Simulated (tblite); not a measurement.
# C6H11PSi2: the cost of one run

Programs: tblite 0.8.0 and PySCF 2.14.0, with density-fitted response routines of our own. Each step states its level of theory. These are calculated values for one molecule in the gas phase, unless marked as measured. Atoms are numbered from 0 throughout.

## (1) The starting structure

20 atoms, charge 0, multiplicity 1; geometry from: force field or distance geometry start.

Bonds of the start (Å): C0–C1 1.47, C1–C2 1.22, C2–C3 1.42, C3–C4 1.22, C4–Si5 1.82, Si5–P6 2.22, P6–Si7 2.21, Si7–C8 1.85, C0–H9 1.14, C0–H10 1.09, C0–H11 1.09, Si5–H12 1.48, Si5–H13 1.46, P6–H14 1.44, Si7–H15 1.48, Si7–H16 1.46, C8–H17 1.13, C8–H18 1.11, C8–H19 1.12.

## (2) Optimising the geometry with GFN2-xTB

The job: settings as JSON, then the geometry in Å.

```
{"job": {"kind": "relax", "xc": "GFN2-xTB", "basis": "xTB"}, "charge": 0, "multiplicity": 1}
C     -4.660200    -2.570400    -1.596900
C     -3.730400    -1.588600    -1.008900
C     -2.934600    -0.818300    -0.509300
C     -2.042200     0.120700     0.064200
C     -1.285000     0.918200     0.589600
Si    -0.169200     2.146700     1.326200
P      1.692700     2.122200     0.115700
Si     2.821300     0.338500     0.767600
C      4.282300    -0.055500    -0.293900
H     -5.733600    -2.247300    -1.390400
H     -4.498000    -3.562100    -1.171600
H     -4.534000    -2.600900    -2.677400
H      0.174300     1.717800     2.703500
H     -0.763100     3.478800     1.405500
H      2.459600     3.334900     0.282900
H      1.859400    -0.790600     0.747500
H      3.271500     0.575400     2.141200
H      4.760100    -0.983000     0.133900
H      3.981600    -0.290800    -1.335500
H      5.042300     0.765000    -0.296800
```

Run with:

```bash
OMP_NUM_THREADS=1 python probes_run.py task.json out
```

One launch serves the whole session: the jobs run in the order shown.

Q: Estimate the wall time and peak memory of this first job on 1 thread of Arm Neoverse N1, shared host.

About 3.2 s, with a peak of 0.18 GiB.
